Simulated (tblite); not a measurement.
# H4S12Ti5: the cost of one run

Computed with tblite 0.8.0 and PySCF 2.14.0 and routines of our own; the level stands in each step. Atoms count from 0.

## 1. The starting structure

21 atoms, charge 0, multiplicity 1; geometry from: force field, distance geometry or constructed start.

## 2. Geometry optimisation with GFN1-xTB

What the job is given:

```
{"job": {"kind": "relax", "xc": "GFN1-xTB", "basis": "xTB"}, "charge": 0, "multiplicity": 1}
Ti    -2.403300     2.123800    -0.010600
Ti    -4.116400    -0.824900    -0.015900
Ti     1.007000     2.123300    -0.008000
Ti     2.706100    -0.823100    -0.015200
Ti    -0.704200    -0.828700    -0.005600
S     -2.411500     0.156400    -1.441600
S     -4.113100     1.142900     1.417700
S     -0.699800     3.112700    -1.437500
S     -0.700500     1.139100     1.420600
S     -4.116000    -2.797100    -1.437400
S     -2.410300    -1.813100     1.418900
S      0.999300     0.154900    -1.439000
S      0.998400     4.095100     1.426000
S      2.709000     1.140600     1.418300
S      2.704600    -2.791200    -1.438800
S      4.409900    -1.811300     1.427300
S      1.002200    -1.810000     1.421900
H      5.537100    -1.373100     0.777600
H     -5.463800    -2.982900    -1.573300
H      1.679700     4.970800     0.614600
H      3.379600    -2.293800    -2.520300
```

The run is started by

```
$ OMP_NUM_THREADS=2 python large_run.py task.json out
```

This one command runs all jobs of the session in turn.

Q: Estimate the wall time and peak memory of this first job on 2 threads of Arm Neoverse N1, shared host.

About 17 s, with a peak of 0.16 GiB.
